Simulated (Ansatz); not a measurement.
# NbRh: the cost of one run

Computed with Ansatz 0.2.0 (DFT r2SCAN, scalar-relativistic, plane waves, PAW, unless a step's input says otherwise).

2 further runs of the same task are left out: 1 that didn't finish, 1 set aside as unsound or not needed.

### 1 The starting structure

It takes space group P4/mmm (No. 123, tetragonal). The conventional cell has a = 2.849 Å, b = 2.849 Å, c = 3.851 Å, α = 90.00°, β = 90.00°, γ = 90.00°. Nb (site symmetry 4/mmm) is surrounded by 8 Rh at 2.79 Å and 4 Nb at 2.85 Å. Around Rh (site symmetry 4/mmm) lie 8 Nb at 2.79 Å and 4 Rh at 2.85 Å.

Structure file:

```
Nb Rh
1.0
     2.84912    0.00000    0.00000
     0.00000    2.84912    0.00000
     0.00000    0.00000    3.85077
Nb Rh
1 1
Direct
  0.00000 0.00000 0.00000
  0.50000 0.50000 0.50000
```

This cell was relaxed beforehand with the same method: volume 15.63 Å³/atom, gap on the mesh none (metal).

### 2 Electronic structure at the relaxed geometry

Input file input.yaml:

```yaml
crystal:
  lattice:
    - [2.8491233481, 0.0, 0.0]
    - [0.0, 2.8491233481, 0.0]
    - [0.0, 0.0, 3.8507735998]
  atoms:
    - { symbol: Nb, position: [0.0, 0.0, 0.0] }
    - { symbol: Rh, position: [0.5, 0.5, 0.5] }
basis:
  ecutwfc: 500
kpoints:
  mp_grid: { grid: [14, 14, 12] }
  band_path:
    path:
      - [[0.0, 0.0, 0.0], [0.0, 0.5, 0.0], [0.5, 0.5, 0.0], [0.0, 0.0, 0.0], [0.0, 0.0, 0.5], [0.0, 0.5, 0.5], [0.5, 0.5, 0.5], [0.0, 0.0, 0.5]]
      - [[0.0, 0.5, 0.0], [0.0, 0.5, 0.5]]
      - [[0.5, 0.5, 0.0], [0.5, 0.5, 0.5]]
    npoints: 14
hamiltonian:
  xc: r2scan
scf:
  occupations: { method: gaussian, width: 0.1 }
  n_extra_bands: 6
output:
  forces: true
  stress: true
  eigenvalues: true
  populations: true
  dos: { projected: true, de: 0.02, nscf_kmesh: { grid: [21, 21, 18] } }
  bader: true
```

Command:

```console
> ansatz run input.yaml --threads 1 --pin off --max-ram 2560MiB --backend cpu --events-out ev --progress --plain --runs-dir out
```

What time and memory should one allow on 1 thread of Intel Xeon Platinum 8259CL at 2.50GHz (Skylake/Cascade Lake), shared host?

About 61 s, with a peak of 0.7 GiB.
